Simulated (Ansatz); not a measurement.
# C2H2F6HfO: the cost of one run

Computed with Ansatz 0.2.0, Gaussian basis. Level: the settings change from run to run.

## (1) The molecule

The geometry comes from an earlier relaxation with PBE0-D4 in a triple-zeta def2 set; it is a stationary point, not always the lowest conformer. Hf takes a core potential in def2 sets; no spin-orbit term is included.

SMILES `FC(F)(F)C[O][Hf]([F])([F])[F]`, 12 atoms, charge 0, spin multiplicity 1.

Atoms are counted from 1 here; the program's logs count them from 0.

Bond lengths: F1–C2 1.336 Å, C2–F3 1.336 Å, C2–F4 1.336 Å, C2–C5 1.516 Å, C5–O6 1.378 Å, C5–H11 1.095 Å, C5–H12 1.095 Å, O6–Hf7 1.912 Å, Hf7–F8 1.903 Å, Hf7–F9 1.903 Å, Hf7–F10 1.905 Å. Angles: F1–C2–F3 108.1°, F1–C2–F4 107.4°, F1–C2–C5 111.6°, F3–C2–F4 108.1°, F3–C2–C5 109.9°, F4–C2–C5 111.6°, C2–C5–O6 110.8°, C2–C5–H11 107.5°, C2–C5–H12 107.5°, O6–C5–H11 111.1°, O6–C5–H12 111.1°, H11–C5–H12 108.7°, C5–O6–Hf7 172.5°, O6–Hf7–F8 110.4°, O6–Hf7–F9 110.4°, O6–Hf7–F10 108.6°, F8–Hf7–F9 109.4°, F8–Hf7–F10 109.0° and more.

## (2) B2GP-PLYP/def2-SVPD

Options: charge -1, multiplicity 2, atoms shaken by 0.08 Å, the search for lower states set to off.

Contents of in.yaml:

```yaml
crystal:
  periodic: [false, false, false]
  atoms:
    - {symbol: F, position_ang: [-0.607059, -0.152917, -2.090286]}
    - {symbol: C, position_ang: [-1.538444, -0.163379, -1.049566]}
    - {symbol: F, position_ang: [-2.583557, 0.498198, -1.378914]}
    - {symbol: F, position_ang: [-1.842011, -1.247202, -0.583551]}
    - {symbol: C, position_ang: [-0.922900, 0.782387, 0.129438]}
    - {symbol: O, position_ang: [0.344673, 0.368352, 0.343047]}
    - {symbol: Hf, position_ang: [2.147725, -0.603621, 0.955482]}
    - {symbol: F, position_ang: [1.637284, -2.271259, 1.583050]}
    - {symbol: F, position_ang: [3.121144, -0.590700, -0.683284]}
    - {symbol: F, position_ang: [3.020397, 0.341589, 2.240956]}
    - {symbol: H, position_ang: [-1.706467, 0.973043, 0.804576]}
    - {symbol: H, position_ang: [-0.683366, 1.885785, -0.480812]}
basis:
  gaussian: {orbitals: def2-SVPD}
total_charge: -1
magnetization: {spin_polarized: true, initial_magnetization: 1}
hamiltonian: {xc: {name: B2GP-PLYP}}
scf: {lower_state_search: off}
```

Command:

```bash
$ ansatz run in.yaml --threads 2 --pin off --events-out ev --progress --plain --max-ram 22528MiB --backend cpu
```

What time and memory should one allow on 2 threads of AMD EPYC 7R13, shared host?

About 33 s, with a peak of 1.2 GiB.
